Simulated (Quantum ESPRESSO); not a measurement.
# In3As (Pm-3m) in Quantum ESPRESSO: reference runs

How does In3As come out in PBE? The cell is run as given and disturbed.

Everything below comes from runs of Quantum ESPRESSO 7.5. Logs are shortened: lines on timing, memory, paths and dates and some standing lists are left out, and cuts for length are marked.

**1. The crystal as given**

Symmetry: Pm-3m, No. 221, cubic system. Conventional cell: a = 4.672 Å, b = 4.672 Å, c = 4.672 Å, α = 90.00°, β = 90.00°, γ = 90.00°. In (site symmetry 4/mmm) has 8 In at 3.30 Å and 4 As at 3.30 Å as nearest neighbours. As (site symmetry m-3m) has 12 In at 3.30 Å as nearest neighbours.

The cell comes from a database or a generator and needn't be the stable form of this composition.

**2. Single point, PBE**

File pw.in:

```
&CONTROL
  calculation = 'scf'
  prefix = 'pwscf'
  outdir = './tmp'
  pseudo_dir = './pseudo'
  tprnfor = .true.
  tstress = .true.
  disk_io = 'nowf'
/
&SYSTEM
  ibrav = 0
  nat = 4
  ntyp = 2
  ecutwfc = 55
  ecutrho = 440
  nbnd = 31
  occupations = 'smearing'
  smearing = 'fd'
  degauss = 0.00367493
/
&ELECTRONS
  conv_thr = 8d-10
  electron_maxstep = 120
  mixing_beta = 0.5
/
ATOMIC_SPECIES
In   114.8180 In.pbe-dn-rrkjus_psl.0.2.2.UPF
As    74.9216 As.pbe-n-rrkjus_psl.0.2.UPF
CELL_PARAMETERS angstrom
   4.6716810000    0.0000000000    0.0000000000
   0.0000000000    4.6716810000    0.0000000000
   0.0000000000    0.0000000000    4.6716810000
ATOMIC_POSITIONS crystal
In     0.5000000000    0.5000000000    0.0000000000
In     0.5000000000    0.0000000000    0.5000000000
In     0.0000000000    0.5000000000    0.5000000000
As     0.0000000000    0.0000000000    0.0000000000
K_POINTS automatic
6 6 6 0 0 0
```

Potentials or basis: SSSP 1.3 efficiency PBE.

Command:

```console
$ OMP_NUM_THREADS=1 pw.x -in pw.in > pw.out
```

pw.out:

```text
This program is part of the open-source Quantum ESPRESSO suite
     for quantum simulation of materials; please cite
         "P. Giannozzi et al., J. Phys.:Condens. Matter 21 395502 (2009);
         "P. Giannozzi et al., J. Phys.:Condens. Matter 29 465901 (2017);
         "P. Giannozzi et al., J. Chem. Phys. 152 154105 (2020);
     in publications or presentations arising from this work. More details at

     file In.pbe-dn-rrkjus_psl.0.2.2.UPF: wavefunction(s)  5S renormalized
     Message from routine setup:
     using ibrav=0 with symmetry is DISCOURAGED, use correct ibrav instead

     G-vector sticks info
     --------------------
     sticks:   dense  smooth     PW     G-vecs:    dense   smooth      PW
     Sum        2733    1361    401               107207    37993    6031

     Using Slab Decomposition

     bravais-lattice index     =            0
     lattice parameter (alat)  =       8.8282  a.u.
     unit-cell volume          =     688.0439 (a.u.)^3
     number of atoms/cell      =            4
     number of atomic types    =            2
     number of electrons       =        44.00
     number of Kohn-Sham states=           31
     kinetic-energy cutoff     =      55.0000  Ry
     charge density cutoff     =     440.0000  Ry
     scf convergence threshold =      8.0E-10
     mixing beta               =       0.5000
     number of iterations used =            8  plain     mixing
     Exchange-correlation= PBE
                           (   1   4   3   4   0   0   0)

     celldm(1)=   8.828198  celldm(2)=   0.000000  celldm(3)=   0.000000
     celldm(4)=   0.000000  celldm(5)=   0.000000  celldm(6)=   0.000000

     crystal axes: (cart. coord. in units of alat)
               a(1) = (   1.000000   0.000000   0.000000 )
               a(2) = (   0.000000   1.000000   0.000000 )
               a(3) = (   0.000000   0.000000   1.000000 )

     reciprocal axes: (cart. coord. in units 2 pi/alat)
               b(1) = (  1.000000  0.000000  0.000000 )
               b(2) = (  0.000000  1.000000  0.000000 )
               b(3) = (  0.000000  0.000000  1.000000 )

     PseudoPot. # 1 for In read from file:
     In.pbe-dn-rrkjus_psl.0.2.2.UPF
     Pseudo is Ultrasoft + core correction, Zval = 13.0
     Generated using "atomic" code by A. Dal Corso  v.5.0.99 svn rev. 10869
     Using radial grid of 1241 points,  6 beta functions with:
                l(1) =   0
                l(2) =   0
                l(3) =   1
                l(4) =   1
                l(5) =   2
                l(6) =   2
     Q(r) pseudized with 0 coefficients

     PseudoPot. # 2 for As read from file:
     As.pbe-n-rrkjus_psl.0.2.UPF
     Pseudo is Ultrasoft + core correction, Zval =  5.0
     Generated using "atomic" code by A. Dal Corso  v.5.0.99 svn rev. 10869
     Using radial grid of 1209 points,  4 beta functions with:
                l(1) =   0
                l(2) =   0
                l(3) =   1
                l(4) =   1
     Q(r) pseudized with 0 coefficients

     atomic species   valence    mass     pseudopotential
     In               13.00   114.81800     In( 1.00)
     As                5.00    74.92160     As( 1.00)

     48 Sym. Ops., with inversion, found

   Cartesian axes

     site n.     atom                  positions (alat units)
         1        In     tau(   1) = (   0.5000000   0.5000000   0.0000000  )
         2        In     tau(   2) = (   0.5000000   0.0000000   0.5000000  )
         3        In     tau(   3) = (   0.0000000   0.5000000   0.5000000  )
         4        As     tau(   4) = (   0.0000000   0.0000000   0.0000000  )

     number of k points=    20  Fermi-Dirac smearing, width (Ry)=  0.0037
                       cart. coord. in units 2pi/alat
        k(    1) = (   0.0000000   0.0000000   0.0000000), wk =   0.0092593
        k(    2) = (   0.0000000   0.0000000   0.1666667), wk =   0.0555556
        k(    3) = (   0.0000000   0.0000000   0.3333333), wk =   0.0555556
        k(    4) = (   0.0000000   0.0000000  -0.5000000), wk =   0.0277778
        k(    5) = (   0.0000000   0.1666667   0.1666667), wk =   0.1111111
        k(    6) = (   0.0000000   0.1666667   0.3333333), wk =   0.2222222
[... 12 lines left out ...]
        k(   19) = (   0.3333333  -0.5000000  -0.5000000), wk =   0.0555556
        k(   20) = (  -0.5000000  -0.5000000  -0.5000000), wk =   0.0092593

     Dense  grid:   107207 G-vectors     FFT dimensions: (  60,  60,  60)

     Smooth grid:    37993 G-vectors     FFT dimensions: (  45,  45,  45)

     Initial potential from superposition of free atoms

     starting charge      43.9886, renormalised to      44.0000
     Starting wfcs are   31 randomized atomic wfcs

     Self-consistent Calculation

     iteration #  1     ecut=    55.00 Ry     beta= 0.50
     Davidson diagonalization with overlap
     ethr =  1.00E-02,  avg # of iterations =  3.8

     Threshold (ethr) on eigenvalues was too large:
     Diagonalizing with lowered threshold

     Davidson diagonalization with overlap
     ethr =  1.50E-04,  avg # of iterations =  6.3

     total energy              =    -452.68090363 Ry
     estimated scf accuracy    <       0.06364521 Ry

     iteration #  2     ecut=    55.00 Ry     beta= 0.50
     Davidson diagonalization with overlap
     ethr =  1.45E-04,  avg # of iterations =  2.0

     total energy              =    -452.69598932 Ry
     estimated scf accuracy    <       0.04315603 Ry

     iteration #  3     ecut=    55.00 Ry     beta= 0.50
     Davidson diagonalization with overlap
     ethr =  9.81E-05,  avg # of iterations =  1.9

     total energy              =    -452.70409657 Ry
     estimated scf accuracy    <       0.00100956 Ry
[... 26 lines left out ...]
     total energy              =    -452.70436141 Ry
     estimated scf accuracy    <       0.00000007 Ry

     iteration #  8     ecut=    55.00 Ry     beta= 0.50
     Davidson diagonalization with overlap
     ethr =  1.50E-10,  avg # of iterations =  3.1

     total energy              =    -452.70436143 Ry
     estimated scf accuracy    <          1.2E-09 Ry

     iteration #  9     ecut=    55.00 Ry     beta= 0.50
     Davidson diagonalization with overlap
     ethr =  2.70E-12,  avg # of iterations =  6.2

     End of self-consistent calculation

          k = 0.0000 0.0000 0.0000 (  4729 PWs)   bands (ev):

    -5.6722  -5.6573  -5.6573  -5.6573  -5.4819  -5.4819  -5.3220  -5.3220
    -5.3220  -5.2665  -5.2665  -5.1590  -5.1309  -5.1309  -5.1309  -2.1638
     2.7792   6.1806   6.1806   6.1806   7.1439   7.1439  11.1298  11.1298
    11.1298  13.6366  13.6366  13.6366  15.0126  16.3085  16.4387

          k = 0.0000 0.0000 0.1667 (  4757 PWs)   bands (ev):

    -5.6522  -5.6457  -5.6271  -5.6271  -5.4779  -5.4615  -5.3272  -5.3251
    -5.3251  -5.2860  -5.2660  -5.1757  -5.1686  -5.1686  -5.1309  -2.0404
     2.4789   5.2407   6.3886   6.3886   7.2733   8.6502  10.6965  10.7796
    10.7796  12.5177  13.1941  13.1941  15.7306  16.4376  16.8515

          k = 0.0000 0.0000 0.3333 (  4737 PWs)   bands (ev):

    -5.6412  -5.5799  -5.5429  -5.5429  -5.4681  -5.4102  -5.3401  -5.3381
    -5.3375  -5.3375  -5.2658  -5.2613  -5.2613  -5.2188  -5.1309  -1.7362
     1.7427   4.7682   6.9560   6.9560   7.6048   9.2821   9.7370   9.7370
    11.1238  11.6433  13.3294  13.3294  16.0824  16.2232  16.2232
[... 31 lines left out ...]
    -5.5590  -5.5568  -5.4998  -5.4758  -5.4642  -5.4083  -5.3805  -5.3699
    -5.3364  -5.3217  -5.2946  -5.2916  -5.2858  -5.2313  -5.2200  -1.3666
     2.1318   3.5281   5.2839   7.6261   7.8026   9.5161  10.0550  10.1991
    11.4010  11.6559  13.3748  13.5160  14.0151  14.2392  17.2859

          k = 0.0000 0.3333-0.5000 (  4732 PWs)   bands (ev):

    -5.5375  -5.5181  -5.5099  -5.4381  -5.4323  -5.3985  -5.3868  -5.3803
    -5.3676  -5.3668  -5.3182  -5.2776  -5.2713  -5.2496  -5.2492  -1.2118
     2.1469   3.4938   4.6105   8.0006   8.0733   9.1035   9.9417  10.3964
    11.3875  11.5788  12.5503  13.5788  14.0071  16.2806  16.4229

          k = 0.0000-0.5000-0.5000 (  4780 PWs)   bands (ev):

    -5.5236  -5.5236  -5.4784  -5.4349  -5.3976  -5.3976  -5.3925  -5.3887
    -5.3628  -5.3628  -5.3418  -5.3158  -5.2718  -5.2580  -5.2580  -1.0835
     3.1406   3.1406   3.2167   8.2728   8.6592   9.4815   9.4815  10.7954
    10.9844  10.9844  11.1557  14.9403  14.9403  16.9693  17.3911

          k = 0.1667 0.1667 0.1667 (  4752 PWs)   bands (ev):

    -5.6335  -5.5934  -5.5934  -5.5800  -5.4434  -5.4434  -5.3772  -5.3137
    -5.3137  -5.2935  -5.2935  -5.2371  -5.2069  -5.2069  -5.1471  -1.8001
     2.3153   4.8872   4.8872   7.7450   8.6025   8.6025   8.9884  10.9753
    10.9753  12.4813  12.4813  14.3719  14.3792  16.0538  16.8112

          k = 0.1667 0.1667 0.3333 (  4754 PWs)   bands (ev):

    -5.6079  -5.5606  -5.5370  -5.5072  -5.4441  -5.4062  -5.3954  -5.3438
    -5.3387  -5.3014  -5.2963  -5.2865  -5.2750  -5.2267  -5.1621  -1.5156
     2.0128   4.1872   5.4791   7.5100   7.6242   8.6694   9.6227  10.8878
    11.8345  12.3467  12.7102  13.0362  14.2161  16.5905  16.9724
[... 10 lines left out ...]
    -5.5815  -5.5350  -5.5172  -5.4642  -5.4581  -5.4467  -5.3920  -5.3516
    -5.3354  -5.3344  -5.2911  -5.2857  -5.2693  -5.2638  -5.1741  -1.2646
     2.2897   3.7299   5.1329   6.4154   8.0442   8.3269   9.5010  10.9572
    12.2247  12.4006  12.5465  14.3916  14.7921  15.6341  17.4139

          k = 0.1667 0.3333-0.5000 (  4724 PWs)   bands (ev):

    -5.5539  -5.5166  -5.5085  -5.4791  -5.4539  -5.4458  -5.4084  -5.3608
    -5.3406  -5.3339  -5.3071  -5.2817  -5.2785  -5.2406  -5.1961  -1.1162
     2.3555   3.6338   4.8112   6.4289   7.3561   8.7557   9.7322  10.2056
    12.0079  12.5297  13.5394  14.4581  14.9368  16.4367  16.5006

          k = 0.1667-0.5000-0.5000 (  4724 PWs)   bands (ev):

    -5.5260  -5.5260  -5.5059  -5.4990  -5.4488  -5.4488  -5.4123  -5.3650
    -5.3354  -5.3342  -5.3342  -5.2727  -5.2446  -5.2288  -5.2288  -0.9909
     3.3418   3.3418   3.4355   6.7285   8.0546   8.0546   8.7041  10.5342
    12.3882  12.3882  13.5573  15.3092  15.3092  17.1713  17.4848

          k = 0.3333 0.3333 0.3333 (  4707 PWs)   bands (ev):

    -5.5824  -5.5246  -5.5246  -5.5128  -5.4595  -5.4595  -5.4095  -5.4022
    -5.3068  -5.3068  -5.2931  -5.2931  -5.2383  -5.2383  -5.1569  -1.0366
     2.6925   4.3305   4.3305   6.3757   6.7066   6.7066   9.0284  11.3905
    12.9061  12.9061  14.7855  14.7855  16.3575  17.4188  17.4188

          k = 0.3333 0.3333-0.5000 (  4736 PWs)   bands (ev):

    -5.5605  -5.5489  -5.5184  -5.5081  -5.4963  -5.4846  -5.4310  -5.3647
    -5.3243  -5.2991  -5.2967  -5.2813  -5.2304  -5.1983  -5.1696  -0.9067
     2.9793   3.9053   5.1842   5.4901   5.7940   7.2458   8.0224  11.8931
    13.1745  13.2715  15.0724  16.4395  16.5643  16.6872  16.9875

          k = 0.3333-0.5000-0.5000 (  4732 PWs)   bands (ev):

    -5.5654  -5.5420  -5.5420  -5.5417  -5.4871  -5.4871  -5.4717  -5.3292
    -5.3194  -5.3194  -5.2904  -5.2743  -5.1837  -5.1811  -5.1811  -0.7901
     3.9437   3.9437   4.0749   5.5331   6.3500   6.3500   6.8272  12.6180
    13.4975  13.4975  16.2401  16.7948  16.7948  17.6978  17.7206

          k =-0.5000-0.5000-0.5000 (  4680 PWs)   bands (ev):

    -5.5911  -5.5558  -5.5558  -5.5558  -5.4934  -5.4934  -5.4934  -5.3149
    -5.3149  -5.3149  -5.2751  -5.2751  -5.1612  -5.1612  -5.1612  -0.6799
     4.8219   4.8219   4.8219   5.0897   5.0897   5.0897   5.6656  13.7499
    13.7499  13.7499  17.8218  17.8218  18.1830  18.1830  18.1831

     the Fermi energy is     9.0062 ev

!    total energy              =    -452.70436143 Ry
     estimated scf accuracy    <          3.5E-10 Ry
     smearing contrib. (-TS)   =      -0.00112891 Ry
     internal energy E=F+TS    =    -452.70323252 Ry

     The total energy is F=E-TS. E is the sum of the following terms:
     one-electron contribution =    -148.14014162 Ry
     hartree contribution      =     111.05757880 Ry
     xc contribution           =    -151.99919378 Ry
     ewald contribution        =    -263.62147592 Ry

     convergence has been achieved in   9 iterations

     Forces acting on atoms (cartesian axes, Ry/au):

     atom    1 type  1   force =     0.00000000    0.00000000    0.00000000
     atom    2 type  1   force =     0.00000000    0.00000000    0.00000000
     atom    3 type  1   force =     0.00000000    0.00000000    0.00000000
     atom    4 type  2   force =     0.00000000    0.00000000    0.00000000

     Total force =     0.000000     Total SCF correction =     0.000000

     Computing stress (Cartesian axis) and pressure

          total   stress  (Ry/bohr**3)                   (kbar)     P=        5.39
   0.00003664   0.00000000   0.00000000            5.39        0.00        0.00
   0.00000000   0.00003664   0.00000000            0.00        5.39        0.00
   0.00000000   0.00000000   0.00003664            0.00        0.00        5.39

=------------------------------------------------------------------------------=
   JOB DONE.
=------------------------------------------------------------------------------=
```

Run time: 52 s. Hardware: 1 thread of Intel Xeon Platinum 8375C at 2.90GHz (Ice Lake), shared host; peak memory 0.46 GiB.

Results:

| Quantity | Value |
| --- | --- |
| Free energy | -6159.3566 eV |
| Pressure | 0.5 GPa |
| Band gap on the k mesh | none (metal or under the smearing width) |

**3. Single point, PBE (atoms moved at random, drawn with an rms of 0.05 Å)**

Edit pw.in of step 2 so:

```diff
@@ -33,6 +33,6 @@
 ATOMIC_POSITIONS crystal
-In     0.5000000000    0.5000000000    0.0000000000
-In     0.5000000000    0.0000000000    0.5000000000
-In     0.0000000000    0.5000000000    0.5000000000
-As     0.0000000000    0.0000000000    0.0000000000
+In     0.5028690000    0.4979900000   -0.0089040000
+In     0.4937360000   -0.0117320000    0.4955530000
+In    -0.0097910000    0.4974800000    0.5102530000
+As    -0.0010710000    0.0083410000   -0.0029350000
 K_POINTS automatic
```

Potentials or basis: SSSP 1.3 efficiency PBE.

Command:

```console
$ OMP_NUM_THREADS=1 pw.x -in pw.in > pw.out
```

Wall time 4.6 min (1 thread of Intel Xeon Platinum 8375C at 2.90GHz (Ice Lake), shared host); peak memory 0.65 GiB.

It converged, with:

- Free energy: -6159.3498 eV
- Pressure: 0.6 GPa
- Largest force: 0.199 eV/Å
- Band gap on the k mesh: none (metal or under the smearing width)

Forces in eV/Å, atoms in the order of the input:
```
In  -0.079 -0.074  0.167
In  -0.052  0.075 -0.076
In   0.096 -0.072 -0.113
As   0.035  0.071  0.022
```

Stress tensor (GPa, compression positive):
```
 0.61 -0.03 -0.06
-0.03  0.55 -0.04
-0.06 -0.04  0.61
```

Levels at points of the mesh, in eV from the Fermi level:
```
              k point  band 19  band 20  band 21  band 22  band 23  band 24  band 25  band 26
   (0.00, 0.00, 0.00)    -2.82    -2.82    -1.86    -1.83     2.12     2.13     2.13     4.62
  (0.00, 0.00, -0.50)    -1.57    -1.56    -1.17    -0.16     0.00     0.21     1.51     4.69
 (0.00, -0.50, -0.50)    -5.67    -0.74    -0.34     0.47     0.48     1.77     1.86     1.98
(-0.50, -0.50, -0.50)    -4.19    -3.91    -3.90    -3.83    -3.30     4.75     4.75     4.75
  (-0.50, 0.00, 0.00)    -1.56    -1.55    -1.17    -0.16    -0.01     0.20     1.50     4.71
  (0.00, -0.50, 0.00)    -1.55    -1.55    -1.16    -0.03    -0.02     0.05     1.51     4.72
  (-0.50, 0.00, 0.50)    -5.74    -0.76    -0.33     0.48     0.49     1.78     1.95     1.98
  (-0.50, 0.50, 0.00)    -5.73    -0.75    -0.33     0.47     0.48     1.76     1.93     1.98
```
